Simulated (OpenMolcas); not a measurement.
# C4H12O4Si (SMILES CO[Si](OC)(OC)OC): HF/ANO-L-VDZP (RICD fitting), part 2 of 2

OpenMolcas 26.06. Earlier steps stand in the parts before.

**3. The doublet anion, same level**

File job.inp:

```
* C4H12O4Si Hartree-Fock

&gateway
 coord
 21
 bohr
 C      3.38209954    -3.16032128    -2.25552041
 O      0.92619257    -2.54670831    -1.45233012
 Si     0.00222988     0.00510226    -0.01725320
 O     -0.11958187     2.57940057    -1.68482312
 C     -1.86640690     3.19382612    -3.58874109
 O     -2.88120873    -0.53894989     0.88543118
 C     -3.81618853    -2.69960605     2.11367757
 O      2.08058846     0.52277384     2.18240691
 C      2.29970221     2.66460832     3.73723577
 H      3.95525347    -1.94834543    -3.82438994
 H      3.35573786    -5.12601439    -2.87357424
 H      4.72539246    -2.93024712    -0.71065041
 H     -1.54411411     5.16110661    -4.10996535
 H     -3.79438109     2.95819617    -2.90214690
 H     -1.59366273     1.98631003    -5.23960583
 H     -3.30615144    -4.40088869     1.06983065
 H     -3.05056599    -2.83559074     4.02507885
 H     -5.86716498    -2.52066788     2.20137976
 H      0.70603947     2.77808638     5.04354675
 H      2.35174526     4.38106546     2.59894034
 H      4.05442630     2.47686403     4.80145393
 basis
 ANO-L-VDZP
 group
 NoSym
 ricd

&seward

&scf
 uhf
 charge
 -1
 spin
 2
 thresholds
 1e-06 0.001 0.001 0.01
 prorbitals
 1 1
```

Launch:

```
$ export MOLCAS_MEM=1860
$ pymolcas job.inp > job.log
```

The log of the run:

```text
--- Start Module: gateway ---

                                              &GATEWAY

                       available to each process: 1.9 GB of memory, 1 thread

++    Symmetry information:
      ---------------------

                    Character Table for C1

                             E
                    a        1  x, y, xy, Rz, z, xz, Ry, yz, Rx, I
--

++    Basis set information:
      ----------------------

      Basis set label: C.ANO-L...3S2P1D.

      Electronic valence basis set:
      ------------------
      Associated Effective Charge   6.000000 au
      Associated Actual Charge      6.000000 au
      Nuclear Model: Point charge

      Shell  nPrim  nBasis  Cartesian Spherical Contaminant
         s      14       3        X
         p       9       2        X
         d       4       1                 X

      Basis set label: O.ANO-L...3S2P1D.

      Electronic valence basis set:
      ------------------
      Associated Effective Charge   8.000000 au
      Associated Actual Charge      8.000000 au
      Nuclear Model: Point charge

      Shell  nPrim  nBasis  Cartesian Spherical Contaminant
         s      14       3        X
         p       9       2        X
         d       4       1                 X

      Basis set label: SI.ANO-L...4S3P1D.

      Electronic valence basis set:
      ------------------
      Associated Effective Charge  14.000000 au
      Associated Actual Charge     14.000000 au
      Nuclear Model: Point charge

      Shell  nPrim  nBasis  Cartesian Spherical Contaminant
         s      17       4        X
         p      12       3        X
         d       5       1                 X

      Basis set label: O.ANO-L...3S2P1D.

      Electronic valence basis set:
      ------------------
      Associated Effective Charge   8.000000 au
      Associated Actual Charge      8.000000 au
      Nuclear Model: Point charge

      Shell  nPrim  nBasis  Cartesian Spherical Contaminant
         s      14       3        X
         p       9       2        X
         d       4       1                 X

      Basis set label: C.ANO-L...3S2P1D.

      Electronic valence basis set:
      ------------------
      Associated Effective Charge   6.000000 au
      Associated Actual Charge      6.000000 au
      Nuclear Model: Point charge

      Shell  nPrim  nBasis  Cartesian Spherical Contaminant
         s      14       3        X
         p       9       2        X
         d       4       1                 X

      Basis set label: O.ANO-L...3S2P1D.

      Electronic valence basis set:
      ------------------
      Associated Effective Charge   8.000000 au
      Associated Actual Charge      8.000000 au
      Nuclear Model: Point charge

      Shell  nPrim  nBasis  Cartesian Spherical Contaminant
         s      14       3        X
         p       9       2        X
         d       4       1                 X

      Basis set label: C.ANO-L...3S2P1D.

      Electronic valence basis set:
      ------------------
      Associated Effective Charge   6.000000 au
      Associated Actual Charge      6.000000 au
      Nuclear Model: Point charge

      Shell  nPrim  nBasis  Cartesian Spherical Contaminant
         s      14       3        X
         p       9       2        X
         d       4       1                 X

      Basis set label: O.ANO-L...3S2P1D.

      Electronic valence basis set:
      ------------------
      Associated Effective Charge   8.000000 au
      Associated Actual Charge      8.000000 au
      Nuclear Model: Point charge

      Shell  nPrim  nBasis  Cartesian Spherical Contaminant
         s      14       3        X
         p       9       2        X
         d       4       1                 X

      Basis set label: C.ANO-L...3S2P1D.

      Electronic valence basis set:
      ------------------
      Associated Effective Charge   6.000000 au
      Associated Actual Charge      6.000000 au
      Nuclear Model: Point charge

      Shell  nPrim  nBasis  Cartesian Spherical Contaminant
         s      14       3        X
         p       9       2        X
         d       4       1                 X

      Basis set label: H.ANO-L...2S1P.

      Electronic valence basis set:
      ------------------
      Associated Effective Charge   1.000000 au
      Associated Actual Charge      1.000000 au
      Nuclear Model: Point charge

      Shell  nPrim  nBasis  Cartesian Spherical Contaminant
         s       8       2        X
         p       4       1        X
--

++    Molecular structure info:
      -------------------------

                    ************************************************
                    **** Cartesian Coordinates / bohr, angstrom ****
                    ************************************************

     Center  Label                x              y              z                     x              y              z
        1      C1               3.382100      -3.160321      -2.255520              1.789730      -1.672370      -1.193570
        2      O2               0.926193      -2.546708      -1.452330              0.490120      -1.347660      -0.768540
        3      SI3              0.002230       0.005102      -0.017253              0.001180       0.002700      -0.009130
[... 17 lines of this table left out ...]
       21      H21              4.054426       2.476864       4.801454              2.145510       1.310700       2.540820

                    *************************************************
                    **** InterNuclear Distances / bohr, angstrom ****
                    *************************************************

[... 72 lines left out ...]
      Nuclear repulsion energy =  632.99371665
[... 44 lines left out ...]
++ Convergence information
                               UHF SCF        iterations: Energy and convergence statistics
[... 19 lines left out ...]
       Convergence after  13 Iterations
[... 3 lines left out ...]
 *                                             SCF/KS-DFT Program, Final results                                             *
 *                                                       Final Results                                                       *
[... 212 lines left out ...]
++    Molecular orbitals:
      -------------------

      Title: Natural orbitals

      Molecular orbitals for symmetry species 1: a

          Orbital            1         2         3         4         5         6         7         8         9        10
          Energy          -68.7151  -20.4056  -20.4053  -20.4048  -20.4046  -11.1474  -11.1469  -11.1459  -11.1457   -6.0545
          Occ. No.          2.0000    2.0000    2.0000    2.0000    2.0000    2.0000    2.0000    2.0000    2.0000    2.0000

          Orbital           11        12        13        14        15        16        17        18        19        20
          Energy           -4.1621   -4.1621   -4.1614   -1.1070   -1.1065   -1.0916   -0.9410   -0.7523   -0.5132   -0.7415
          Occ. No.          2.0000    2.0000    2.0000    2.0000    2.0000    2.0000    2.0000    2.0000    2.0000    2.0000

          Orbital           21        22        23        24        25        26        27        28        29        30
          Energy           -0.5158   -0.4141   -0.5843   -0.6693   -0.6697   -0.4597   -0.4199   -0.4210   -0.4613   -0.4028
          Occ. No.          2.0000    2.0000    2.0000    2.0000    2.0000    2.0000    2.0000    2.0000    2.0000    2.0000

          Orbital           31        32        33        34        35        36        37        38        39        40
          Energy           -0.3986   -0.5264   -0.4805   -0.5774   -0.5770   -0.6075   -0.5433   -0.4915   -0.5192   -0.5235
          Occ. No.          2.0000    2.0000    2.0000    2.0000    2.0000    2.0000    2.0000    2.0000    2.0000    2.0000

          Orbital           41        42        43        44        45        46        47        48        49        50
          Energy           -0.5013    0.1505    0.2950    0.3933    0.3800    0.4625    0.5919    0.7346    0.5905    0.5829
          Occ. No.          2.0000    1.0000    0.0000    0.0000    0.0000    0.0000    0.0000    0.0000    0.0000    0.0000

          Orbital           51        52        53        54        55        56        57        58        59        60
          Energy            0.5009    0.5458    0.5952    0.5940    0.6976    0.6040    0.6151    0.6608    1.0313    1.0270
          Occ. No.          0.0000    0.0000    0.0000    0.0000    0.0000    0.0000    0.0000    0.0000    0.0000    0.0000

          Orbital           61        62        63        64        65        66        67        68        69        70
          Energy            0.9733    0.9292    0.6925    0.7772    0.7031    0.8392    0.8073    0.9290    0.9709    0.9746
          Occ. No.          0.0000    0.0000    0.0000    0.0000    0.0000    0.0000    0.0000    0.0000    0.0000    0.0000

          Orbital           71        72        73        74        75        76        77        78        79        80
          Energy            2.1994    2.1718    2.2024    2.0239    1.3780    3.0817    3.1066    3.0616    3.0750    1.4266
          Occ. No.          0.0000    0.0000    0.0000    0.0000    0.0000    0.0000    0.0000    0.0000    0.0000    0.0000

          Orbital           81        82        83        84        85        86        87        88        89        90
          Energy            1.4435    1.5489    1.1934    2.3662    2.2622    1.6848    0.5800    0.7253    0.8516    1.0730
          Occ. No.          0.0000    0.0000    0.0000    0.0000    0.0000    0.0000    0.0000    0.0000    0.0000    0.0000

          Orbital           91        92        93        94        95        96        97        98        99       100
          Energy            2.9151    0.9637    2.1862    1.0013    3.0501    1.0386    2.0175    2.6578    1.4236    3.3674
          Occ. No.          0.0000    0.0000    0.0000    0.0000    0.0000    0.0000    0.0000    0.0000    0.0000    0.0000

          Orbital          101       102       103       104       105       106       107       108       109       110
          Energy            1.1083    2.0045    1.9369    1.6036    1.3144    2.9018    2.2426    2.5954    3.4975    2.0309
          Occ. No.          0.0000    0.0000    0.0000    0.0000    0.0000    0.0000    0.0000    0.0000    0.0000    0.0000

          Orbital          111       112       113       114       115       116       117       118       119       120
          Energy            1.0122    1.8389    1.9458    2.2964    3.0323    1.5498    3.0497    1.0437    1.5666    0.9972
          Occ. No.          0.0000    0.0000    0.0000    0.0000    0.0000    0.0000    0.0000    0.0000    0.0000    0.0000

          Orbital          121       122       123       124       125       126       127       128       129       130
          Energy            1.4351    2.7237    1.9463    1.9847    2.5532    2.5945    3.0292    1.6510    2.8732    2.8620
          Occ. No.          0.0000    0.0000    0.0000    0.0000    0.0000    0.0000    0.0000    0.0000    0.0000    0.0000

          Orbital          131       132       133       134       135       136       137       138       139       140
          Energy            3.1269    1.2542    1.9117    2.6130    2.3692    2.5657    2.3223    1.7945    2.9664    1.5371
          Occ. No.          0.0000    0.0000    0.0000    0.0000    0.0000    0.0000    0.0000    0.0000    0.0000    0.0000

          Orbital          141       142       143       144       145       146       147       148
          Energy            2.9061    2.4950    2.6141    2.0168    1.7892    1.5768    2.8927    1.5749
          Occ. No.          0.0000    0.0000    0.0000    0.0000    0.0000    0.0000    0.0000    0.0000

--

++    Molecular properties:
      ---------------------

      Charge (e):
                      =   -1.0000
      Dipole Moment (debye):
      Origin of the operator (angstrom)=    0.0005    0.0013   -0.0050
                   X=  2.0790E-02               Y=  2.0088E-02               Z= -2.0711E-01           Total=  2.0912E-01
      Center of Charge (angstrom)
                     X=   -0.00383705               Y=   -0.00289887               Z=    0.03813956
      Quadrupole Moment (debye*angstrom):
      Origin of the operator (angstrom)=    0.0005    0.0013   -0.0050
                  XX= -8.8599E+01              XY= -1.7664E-01              XZ=  1.2527E-01              YY= -8.8461E+01
                  YZ= -8.1334E-02              ZZ= -8.8974E+01
      In traceless form (debye*angstrom)
                  XX=  1.1842E-01              XY= -2.6495E-01              XZ=  1.8791E-01              YY=  3.2500E-01
                  YZ= -1.2200E-01              ZZ= -4.4342E-01
--

--- Stop Module: scf /rc=_RC_ALL_IS_WELL_ ---
--- Module scf spent 1 minute 16 seconds ---

.##################.
.# Happy landing! #.
.##################.

    Timing: Wall=89.43 User=87.70 System=1.10
```

Wall time 90 s (1 thread of Intel Xeon 6975P-C (Granite Rapids), shared host); peak memory 0.17 GiB.

**4. Results**

This closing draws on all 2 parts.

At HF/ANO-L-VDZP (RICD fitting):

| quantity | value |
| --- | --- |
| singlet C4H12O4Si: total energy | -747.15664 Eh |
| singlet C4H12O4Si: dipole moment | 0.05 D |
| singlet C4H12O4Si: HOMO energy | -12.21 eV |
| singlet C4H12O4Si: LUMO energy | 2.53 eV |
| singlet C4H12O4Si: HOMO–LUMO gap | 14.74 eV |
| doublet anion: total energy | -747.06465 Eh |
| doublet anion: HOMO energy (highest over α and β) | 2.48 eV |
| doublet anion: LUMO energy (lowest over α and β) | 5.61 eV |
| doublet anion: ⟨S²⟩ | 0.750 |
| vertical electron affinity (to the doublet anion) | -2.503 eV |

**Reading.** The anion lies 2.50 eV (58 kcal/mol) above the neutral: the electron isn't bound at this level, and such a value depends on the basis. Without diffuse functions anions come out too high. Hartree–Fock misses the correlation that binds many anions. Mulliken charges (doublet anion) run from -0.67 on O6 to +1.85 on Si3. The HOMO (doublet anion) lies at positive energy, 2.48 eV: the electron is unbound at this level or held by a compact basis; values depend on the basis.
